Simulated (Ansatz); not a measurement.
Task: a projected density of states of Al2O3, space group P-3m1, with Ansatz 0.2.0, Python API. Give the script and its output. Use: PBEsol, PAW, cutoff 422 eV, 12×12×4 k-points, fixed occupations.

Input file `al2o3.vasp`:
```text
Al2O3
1.0
   3.01748254    0.00000000    0.00000000
  -1.50874127    2.61321654    0.00000000
   0.00000000    0.00000000    7.57463600
Al O
2 3
Direct
   0.00000000    0.00000000    0.27795100
   0.00000000    0.00000000    0.72204900
   0.33333333    0.66666667    0.19945400
   0.66666667    0.33333333    0.80054600
   0.00000000    0.00000000    0.50000000
```

Script `run_pdos.py`:
```python
"""Which atoms and shells make the states of Al2O3."""

import ansatz as az
from ase.io import read
import numpy as np

KMESH = (12, 12, 4)
N_EMPTY = 16


def main() -> None:
    atoms = read("al2o3.vasp", format="vasp")
    structure = az.Crystal.from_ase(atoms)

    calculation = structure.calculation()
    calculation = calculation.kpoints(*KMESH)
    calculation = calculation.occupations(az.OccupationsMethod.FIXED).basis(31 * az.Ry)
    calculation = calculation.functional(az.Functional.PBESOL)
    calculation = calculation.scf(extra_bands=N_EMPTY)
    calculation = calculation.density_of_states(projected=True, method="smearing", broadening_width=0.15, energy_step=0.1)
    history = []
    out = calculation.session().plan().execute(on_event=lambda event: history.append(event["data"]["dr2_ev"]) if event["event"] == "scf_iter" else None)
    summary = out.report
    print("density residual by iteration (eV):", " ".join(f"{value:.1e}" for value in history[:40]))

    dos = out.density_of_states()
    energy = np.asarray(dos.energies_ev) - dos.fermi_ev
    curves = {}
    for site in out.projected_density_of_states().sites:
        for shell in site.shells:
            weight = sum(np.sum(curve.g_bin_mean_per_ev, axis=0) for curve in shell.curves)
            name = f"{site.species} {shell.label}"
            curves[name] = curves.get(name, 0) + weight

    step = energy[1] - energy[0]
    windows = [(-6, -3), (-3, 0), (0, 6)]
    print("states by shell in windows of E - E_F (eV):", windows)
    for name, g in curves.items():
        print(f"{name:8s}", " ".join(f"{step * g[(energy >= a) & (energy < b)].sum():8.3f}" for a, b in windows))
    filled = (energy < 0) & (energy > -6)
    for name, g in curves.items():
        if g[filled].sum() * step > 0.5:
            print(f"centre of {name}: {np.average(energy[filled], weights=g[filled]):.2f} eV")


if __name__ == "__main__":
    main()
```

Running `python run_pdos.py` prints:
```text
density residual by iteration (eV): 1.0e-01 2.0e-02 2.7e-04 1.6e-04 3.3e-06 1.3e-07 3.2e-09
states by shell in windows of E - E_F (eV): [(-6, -3), (-3, 0), (0, 6)]
Al 3S       0.207    0.006    0.388
Al 3P       0.914    0.182    1.363
O 2S        0.153    0.020    0.448
O 2P        8.224    5.041    0.475
centre of Al 3P: -3.94 eV
centre of O 2P: -3.22 eV
```

What to keep in mind:
- Semilocal gaps usually lie well under measured ones.
- Under fixed occupations the level called the Fermi level is the highest filled one on the SCF mesh; off the mesh a filled band can lie a little above it.
- The crystal has a gap of about 2.20 eV on the mesh; density of states inside it is the tail of the broadening.
- The structure comes from a database of computed cells and needn't be a stable or known phase.
- Curves are summed over the cell's atoms. Only shells that the potentials hold have channels, so projections don't add up to the total, least of all where a shell is missing (p of most metals); heights and places of peaks move with the mesh.
- The density of states is complete only as far up as bands were computed.
- A band centre counts only the states inside the window taken.
- Run time: 5.4 s on 1 thread of Arm Neoverse V2 (shared host), peak memory 0.46 GiB.
